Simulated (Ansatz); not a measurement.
**SiAsH₃+ (quartet): wave-function methods side by side, cc-pVDZ**

One table from this session's results is given with a row withheld; the runs are named, their logs left out.

Computed with Ansatz 0.2.0, Gaussian basis. Level: cc-pVDZ, core rule «outside noble gas», up to 19 orbitals frozen.

Plan: UHF; CCSD(T) on ROHF; CCSD(T) on UHF; BCCD(T) on ROHF; CISD; CCSDT(Q) on ROHF; CCSDT(Q) on UHF; CASSCF and MRCISD+Q, 11 electrons in 11 orbitals; CASSCF and NEVPT2, 11 electrons in 11 orbitals.

22 further runs of the same task are left out: 8 that didn't finish, 14 set aside as unsound or not needed.

### The geometry

The geometry is a PBE0/def2-TZVP stationary point (not a proven minimum) of the parent state, kept for this charge and spin. No spin-orbit coupling is included. The filled d shell of As may be among the frozen orbitals whatever the setting's name suggests; the logs give the count.

5 atoms, charge 1, spin multiplicity 4.

Atoms are counted from 1 here; the program's logs count them from 0.

Bond lengths: Si1–As2 2.358 Å, Si1–H3 1.494 Å, Si1–H4 1.494 Å, As2–H5 1.526 Å. Angles: As2–Si1–H3 110.1°, As2–Si1–H4 110.1°, H3–Si1–H4 107.4°, Si1–As2–H5 94.0°.

Set-up of the first run:

in.yaml reads:

```yaml
crystal:
  periodic: [false, false, false]
  atoms:
    - {symbol: Si, position_ang: [0.000000, -0.118182, 1.675460]}
    - {symbol: As, position_ang: [0.000000, 0.048814, -0.676359]}
    - {symbol: H, position_ang: [-1.203885, 0.563494, 2.239718]}
    - {symbol: H, position_ang: [1.203884, 0.563498, 2.239718]}
    - {symbol: H, position_ang: [0.000003, -1.462319, -0.890139]}
basis:
  gaussian: {orbitals: cc-pVDZ}
total_charge: 1
magnetization: {spin_polarized: true, initial_magnetization: 3}
hamiltonian: {xc: hf}
output: {orbitals: {seedname: orbitals}}
```

The run is started by

```sh
$ ansatz run in.yaml --threads 1 --pin off --events-out ev --progress --plain --max-ram 2393MiB
```

Steps of the session up to this table: UHF; CCSD(T) on ROHF; CCSD(T) on UHF; BCCD(T) on ROHF; CISD; CCSDT(Q) on ROHF; CCSDT(Q) on UHF; CASSCF and MRCISD+Q, 11 electrons in 11 orbitals; CASSCF and NEVPT2, 11 electrons in 11 orbitals.

One of the session's tables, all rows but one given; the rest of the session is left out.

It belongs to the step «Misses and costs». 

| method | from UCCSDT(Q) (kJ/mol) |
| --- | --- |
| ROHF | +524.4 |
| UHF | +511.4 |
| RMP2 | +122.0 |
| UMP2 | +120.9 |
| CISD | +54.4 |
| RCCSD | ? |
| UCCSD | +17.1 |
| RCCSD(T) | +4.8 |
| UCCSD(T) | +3.9 |
| BCCD(T) | +4.7 |
| RCCSDT | +1.4 |
| UCCSDT | +0.5 |
| RCCSDT(Q) | +0.9 |
| UCCSDT(Q) | 0 |
| CASSCF valence | +351.4 |
| NEVPT2 valence | +97.8 |
| MRCISD valence | +27.5 |
| MRCISD+Q valence | +4.3 |

**Question.** Estimate the row for RCCSD.

**Answer.** from UCCSDT(Q) (kJ/mol): +18.2. In the column «from UCCSDT(Q) (kJ/mol)» it lies between UCCSD (+17.1) and MRCISD valence (+27.5).

Limits of these values: Restricted and unrestricted rows rest on different reference determinants; where their highest levels disagree by more than a few hundredths of an eV, they describe different states and don't form one ladder.
